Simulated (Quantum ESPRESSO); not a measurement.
# PtSe in Quantum ESPRESSO: the effect of dispersion

PtSe:

```
Pt Se
1.0
     0.00000    3.03745    3.03745
     3.03745    0.00000    3.03745
     3.03745    3.03745    0.00000
Pt Se
1 1
Direct
  0.00000 0.00000 0.00000
  0.25000 0.25000 0.25000
```

The cell comes from a database or a generator and needn't be the stable form of this composition.

Alike in all runs:

- Program: Quantum ESPRESSO 7.5
- Task: phonons
- Potentials or basis: JTH 2.0 PBE
- Cutoff: 707 eV
- Density cutoff: 4245 eV
- k mesh: 4 × 4 × 4, shifted
- Occupations: fermi-dirac, width 0.05 eV
- Spin: no spin polarisation

Each run relaxes the cell or the atoms first.

```csv
dispersion,functional,relaxed volume (Å³/atom),highest phonon frequency (cm⁻¹)
none,PBE,23.29,181
D2,PBE,?,?
D3(BJ) two-body,PBE,22.52,196
rVV10,rPW86PBE,24.03,173
rev-vdW-DF2,rev-vdW-DF2,22.98,187
```

Problem. What does the run with dispersion D2 give?

Solution. Relaxed volume 21.41 Å³/atom; highest phonon frequency 216 cm⁻¹.

Caveats: all runs use coarse meshes; the mesh is thin for the phonons of a metal; the volume moved by over 15 % at a fixed basis, so the end points are rough (some runs); pairwise dispersion overbinds metals, which lowers pressure and volume (some runs); the potentials were made for another functional, which shifts forces and pressure (some runs).
